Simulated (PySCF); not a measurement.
**GeSe: changing the method**

Aim: see what other levels and later steps give for GeSe.

The runs use PySCF 2.14.0; each script names its method and basis.

4 further runs of the same task are left out: 4 that didn't finish.

## Step 1: Where the work starts

GeSe: 2 atoms, charge 0, spin multiplicity 1.

Bond lengths: Ge1–Se2 2.616 Å.

## Step 2: The run that the others are compared with

input.py reads:

```python
from pyscf import gto, scf, mp

mol = gto.M(
    atom='Ge 0 0 0; Se 0 0 2.616',
    basis='cc-pvdz-dk',
    charge=0,
    spin=0,
    symmetry=True,
    verbose=4,
)
mf = scf.RHF(mol)
mf = mf.sfx2c1e()
mf.kernel()
mp.MP2(mf, frozen=18).kernel()
mf.dip_moment()
print('orbital energies (hartree):', mf.mo_energy[..., max(0, mol.nelec[1]-3):mol.nelec[0]+3].round(4))
```

Started as:

```sh
python input.py
```

## Step 3: Pbesol (RKS)

Edit 1 changes functional: none (Hartree–Fock) → pbesol; SCF type: RHF → RKS; step after the SCF: mp2 → analyze.

input.py reads:

```python
from pyscf import gto, dft

mol = gto.M(
    atom='Ge 0 0 0; Se 0 0 2.616',
    basis='cc-pvdz-dk',
    charge=0,
    spin=0,
    symmetry=True,
    verbose=4,
)
mf = dft.RKS(mol, xc='pbesol')
mf = mf.sfx2c1e()
mf.kernel()
mf.analyze()
print('orbital energies (hartree):', mf.mo_energy[..., max(0, mol.nelec[1]-3):mol.nelec[0]+3].round(4))
```

## Step 4: CASSCF

Edit 2 changes step after the SCF: mp2 → casscf; active space: none → 8 electrons in 6 orbitals.

Changes to input.py since step 2:

```diff
@@ -1,2 +1,2 @@
-from pyscf import gto, scf, mp
+from pyscf import gto, scf, mcscf
 
@@ -13,3 +13,5 @@
 mf.kernel()
-mp.MP2(mf, frozen=18).kernel()
+mc = mcscf.CASSCF(mf, 6, 8)
+mc.kernel()
+mc.analyze()
 mf.dip_moment()
```

## Step 5: SCF alone

Edit 3 changes step after the SCF: mp2 → none.

Changes to input.py since step 2:

```diff
@@ -1,2 +1,2 @@
-from pyscf import gto, scf, mp
+from pyscf import gto, scf
 
@@ -13,3 +13,2 @@
 mf.kernel()
-mp.MP2(mf, frozen=18).kernel()
 mf.dip_moment()
```

Before running it: what results should come out? Wanted: for each run, E(SCF); from base; gap; SCF dipole; after the SCF.

**Answer**, as computed:

| run | E(SCF) (hartree) | from base (eV) | cycles | gap (eV) | SCF dipole (D) | after the SCF |
| --- | --- | --- | --- | --- | --- | --- |
| base | -4524.975337 | 0 | 11 | 7.65 | 4.99 | MP2 correlation -6.449 eV, core frozen |
| pbesol (RKS) | -4524.635422 | not comparable | 13 | 1.82 | 2.98 | n/a |
| CASSCF | -4524.975337 | 0.0000 | 11 | 7.65 | 4.99 | CASSCF correlation -1.650 eV |
| SCF alone | -4524.975337 | 0.0000 | 11 | 7.65 | 4.99 | n/a |

**Reading.** Total energies of different functionals can't be compared with each other; differences within one functional can. The dearest run is “CASSCF”, at 14 s against 1.6 s.
